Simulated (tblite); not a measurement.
# C8H18P: the cost of one run

Programs: tblite 0.8.0 and PySCF 2.14.0, with density-fitted response routines of our own. Each step states its level of theory. These are calculated values for one molecule in the gas phase, unless marked as measured. Atoms count from 0, in the outputs and in this text.

## Step 1: The starting structure

27 atoms, charge 1, multiplicity 1; geometry from: force field or distance geometry start.

Bonds of the start (Å): C0–C1 1.52, C1–C2 1.31, C2–P3 1.79, P3–C4 1.84, P3–C5 1.82, P3–C6 1.79, C6–C7 1.51, C6–C8 1.51, C0–H9 1.08, C0–H10 1.10, C0–H11 1.13, C1–H12 1.10, C2–H13 1.09, C4–H14 1.10, C4–H15 1.09, C4–H16 1.11, C5–H17 1.13, C5–H18 1.08, C5–H19 1.12, C6–H20 1.11, C7–H21 1.10, C7–H22 1.12, C7–H23 1.10, C8–H24 1.12, C8–H25 1.11, C8–H26 1.11.

## Step 2: Relaxing the molecule with GFN2-xTB

The job: settings as JSON, then the geometry in Å.

```
{"job": {"kind": "relax", "xc": "GFN2-xTB", "basis": "xTB"}, "charge": 1, "multiplicity": 1}
C      3.578400     0.001500    -0.416300
C      2.242700    -0.595600    -0.014800
C      1.171100     0.024500    -0.453100
P     -0.469700    -0.576600    -0.052400
C     -0.446700    -1.393000     1.598400
C     -0.943000    -1.895000    -1.214400
C     -1.606900     0.810700    -0.107900
C     -0.901900     2.028400    -0.668600
C     -2.105500     1.210300     1.264900
H      4.300900    -0.778000    -0.621100
H      3.454300     0.743400    -1.221900
H      3.907600     0.571700     0.499900
H      2.200600    -1.487300     0.627400
H      1.243200     0.914100    -1.080000
H      0.292300    -2.202600     1.469500
H     -1.402400    -1.835200     1.883400
H     -0.008700    -0.719200     2.359700
H     -0.043900    -2.582500    -1.250800
H     -1.199000    -1.511100    -2.192700
H     -1.792800    -2.429600    -0.712800
H     -2.492200     0.596600    -0.740500
H      0.012500     2.215100    -0.087900
H     -1.524800     2.951200    -0.513800
H     -0.709900     1.929600    -1.742300
H     -2.264800     2.319800     1.230200
H     -1.402100     0.947500     2.080300
H     -3.108900     0.767700     1.430600
```

Command:

```sh
OMP_NUM_THREADS=1 python probes_run.py task.json out
```

One launch serves the whole session: the jobs run in the order shown.

Q: Estimate the wall time and peak memory of this first job on 1 thread of Arm Neoverse V1, shared host.

About 1.7 s, with a peak of 0.18 GiB.
